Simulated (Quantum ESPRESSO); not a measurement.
The system is TeW2.

```
Te W
1.0
     0.00000    3.12995    3.12995
     3.12995    0.00000    3.12995
     3.12995    3.12995    0.00000
Te W
1 2
Direct
  0.00000 0.00000 0.00000
  0.25000 0.25000 0.25000
  0.75000 0.75000 0.75000
```

The cell was built by a generator and needn't be a form met in nature.

```yaml
Program: Quantum ESPRESSO 7.5
Task: phonons
Functional: PBEsol
Potentials_or_basis: PseudoDojo 0.4.1 SR PBEsol standard
Cutoff: 1088 eV
Density_cutoff: 4354 eV
k_mesh: 7 × 7 × 7
Occupations: cold, width 0.2 eV
Spin: no spin polarisation
Target_pressure: 50 GPa
Mixing_beta: 0.5
Most_SCF_iterations: 120
SCF_threshold: 6e-10 Ry
```

The cell and the atoms were relaxed first at 50 GPa, to 16.57 Å³/atom (a = 4.127 Å, b = 4.127 Å, c = 4.127 Å, α = 60.00°, β = 60.00°, γ = 60.00°), and the response was taken there.

**Question.** Which optical modes does the crystal have at the zone centre, and which show in infrared and Raman spectra?

**Answer.** The optical modes are T2g + T1u. Infrared active: T1u. Raman active: T2g.

Optical modes at Γ, degenerate ones joined:
```
cm⁻¹  components  symmetry  active in
 149           3       T2g      Raman
 299           3       T1u         IR
```

Caveat: the mesh is thin for the phonons of a metal; the volume moved by over 15 % at a fixed basis, so the end points are rough; the cell is more than 3 GPa from zero pressure, which shifts response properties.
